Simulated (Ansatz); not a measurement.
# triplet IF at 6 levels

We compute a comparison of 6 runs (U-r2SCAN0/STO-3G, U-wB97M-V/STO-3G, UB3LYP/STO-3G, UPBE/STO-3G, USVWN5/STO-3G, UMP2/STO-3G) of triplet IF. 

Program for the calculation: Ansatz 0.2.0.

38 further runs of the same task are left out: 9 that didn't finish, 29 set aside as unsound or not needed.

### Step 1. Starting point

The species is IF (2 atoms), meant as a triplet with charge 0. SMILES of the parent species: `FI`. The bond length is the one measured for the parent species. That shape belongs to the parent species and isn't relaxed for this state.

Bond lengths: F1–I2 1.910 Å.

### Step 2. A single-point energy at U-r2SCAN0/STO-3G (run 1)

input.yaml reads:

```yaml
crystal:
  periodic: [false, false, false]
  atoms:
    - symbol: F
      position_ang: [0.000000, 0.000000, 0.000000]
    - symbol: I
      position_ang: [0.000000, 0.000000, 1.909759]
basis:
  gaussian:
    orbitals: STO-3G
magnetization:
  spin_polarized: true
  initial_magnetization: 2
hamiltonian:
  xc: {name: r2SCAN0}
accuracy: high
```

Command:

```
$ ansatz run input.yaml --threads 1 --pin off --max-ram 2610MiB --events-out events.jsonl --progress --plain --runs-dir runs
```

What it wrote:

```text
Warning: RAYON_NUM_THREADS=1 ignored (pool sized by the plan → 1); use --threads N
Functional definition: r2SCAN0
  name "r2SCAN0"
  parameter a = 0.25
  parameter k0 = 0.174
  parameter k1 = 0.065
  parameter a1 = 4.9479
  exchange = (1 - a)*r2scan_x(k0 = k0, k1 = k1, a1 = a1) + a*exact_x
  correlation = r2scan_c
414 factors; integrals over basis functions are off by at most 5.2e-9 eV
mean field evaluation 1: about -189155.1322 eV, gradient 1.3e0 eV
mean field evaluation 2: about -189155.1152 eV, gradient 1.8e0 eV
mean field evaluation 4: about -189155.1671 eV, gradient 1.1e-1 eV
mean field evaluation 8: about -189155.1676 eV, gradient 6.6e-5 eV
mean field evaluation 16: about -189155.1676 eV, gradient 5.0e-9 eV
mean field -189155.16758273 eV, -6951.3241946877 hartree, gradient 2.3e-9 eV, S^2 2.000000; 0 other end points of the search recorded, 0 dependent functions left out
reference -189155.16758301 eV, -6951.3241946982 hartree; 32, 30 occupied and 0, 2 virtual orbitals, 414 factors
Total energy: -189155.16758301 eV, -6951.3241946982 hartree
```

Wall time 7.8 s (1 thread of Arm Neoverse V2, shared host); peak memory 0.21 GiB.

### Step 3. A single-point energy at U-wB97M-V/STO-3G (run 2)

input.yaml reads:

```yaml
crystal:
  periodic: [false, false, false]
  atoms:
    - {symbol: F, position_ang: [0.000000, 0.000000, 0.000000]}
    - {symbol: I, position_ang: [0.000000, 0.000000, 1.909759]}
basis:
  gaussian: {orbitals: STO-3G}
magnetization: {spin_polarized: true, initial_magnetization: 2}
hamiltonian: {xc: {name: wB97M-V}}
accuracy: high
```

Command:

```
$ ansatz run input.yaml --threads 1 --pin off --max-ram 2610MiB --events-out events.jsonl --progress --plain --runs-dir runs
```

What it wrote (excerpt; [...] marks lines left out):

```text
Warning: RAYON_NUM_THREADS=1 ignored (pool sized by the plan → 1); use --threads N
Functional definition: wB97M-V
  name "wB97M-V"
[...]
  gx(w, u) = 1 - cx + cx01*u + cx10*w
  gss(w, u) = css00 + css04*u^4 + css10*w + css20*w^2 + css43*w^4*u^3
  gos(w, u) = cos00 + cos10*w + (cos20 + cos21*u)*w^2 + (cos60 + cos61*u)*w^6
[...]
      + integral(e_c_pw_mod_opposite_spin*gos(b97_w_opposite, b97_u_opposite)) + vv10(b, c)
414 factors; integrals over basis functions are off by at most 5.2e-9 eV
94 factors; integrals over basis functions are off by at most 1.6e-9 eV
[...]
mean field -189150.64418256 eV, -6951.1579627975 hartree, gradient 2.3e-9 eV, S^2 2.000000; 0 other end points of the search recorded, 0 dependent functions left out
reference -189150.64418399 eV, -6951.1579628503 hartree; 32, 30 occupied and 0, 2 virtual orbitals, 414 factors
Total energy: -189150.64418399 eV, -6951.1579628503 hartree
```

Wall time 23 s (1 thread of Arm Neoverse V2, shared host); peak memory 0.42 GiB.

Runs 3 to 5 aren't shown in full; the table further down has their settings and results.

### Step 4. A single-point energy at UMP2/STO-3G (run 6)

molecule.yaml reads:

```yaml
crystal:
  periodic: [false, false, false]
  atoms:
    - {symbol: F, position_ang: [0.000000, 0.000000, 0.000000]}
    - {symbol: I, position_ang: [0.000000, 0.000000, 1.909759]}
basis:
  gaussian:
    orbitals: STO-3G
correlation:
  method: mp2
  frozen_orbitals: {F: 1, I: 18}
magnetization:
  spin_polarized: true
  initial_magnetization: 2
accuracy: high
```

Command:

```
$ ansatz run molecule.yaml --threads 1 --pin off --max-ram 2610MiB --events-out events.jsonl --progress --plain --runs-dir runs
```

What it wrote (excerpt; [...] marks lines left out):

```text
Warning: RAYON_NUM_THREADS=1 ignored (pool sized by the plan → 1); use --threads N
Functional definition: HF
  name "HF"
[...]
414 factors; integrals over basis functions are off by at most 5.2e-9 eV
[...]
mean field -189079.43643345 eV, -6948.5411262840 hartree, gradient 1.4e-8 eV, S^2 2.000000; 5 other end points of the search recorded, 0 dependent functions left out
19 core orbitals not correlated: weight in the atoms' cores, before any rotation towards them, 1.000 or more for the frozen orbitals, at most 0.000 for the correlated occupied ones
reference -189079.43643345 eV, -6948.5411262840 hartree; 13, 11 occupied and 0, 2 virtual orbitals, 414 factors
second order -0.13202102 eV of doubles, -0.00000000 eV of singles
Total energy: -189079.56845447 eV, -6948.5459779671 hartree
```

Wall time 0.87 s (1 thread of Arm Neoverse V2, shared host); peak memory 0.091 GiB.

### Step 5. All runs side by side

| run | level | frozen core orbitals | energy (Eh) | ⟨S²⟩ | wall time |
| --- | --- | --- | --- | --- | --- |
| 1 | U-r2SCAN0/STO-3G | – | -6951.324195 | 2.000 | 7.8 s |
| 2 | U-wB97M-V/STO-3G | – | -6951.157963 | 2.000 | 23 s |
| 3 | UB3LYP/STO-3G | – | -6951.039352 | 2.000 | 2 s |
| 4 | UPBE/STO-3G | – | -6950.321475 | 2.000 | 3.6 s |
| 5 | USVWN5/STO-3G | – | -6944.271631 | 2.000 | 2.2 s |
| 6 | UMP2/STO-3G | 19 | -6948.545978 | 2.000 | 0.87 s |

### Step 6. Outcome

| quantity | value |
| --- | --- |
| run 6: total energy | -6948.54598 Eh |
| run 6: correlation energy (19 core orbitals frozen) | -4.9 mEh |
| run 6: ⟨S²⟩ of the reference determinant | 2.000 |

In words: Totals of different functionals can't be ranked against each other. In runs 1, 2, 3, 4, 5, 6 the basis is minimal, so the values are rough. In runs 1, 2, 3, 4, 5, 6 relativity is left out where basis or elements ask for it. All runs together took 40 s, the longest 23 s.
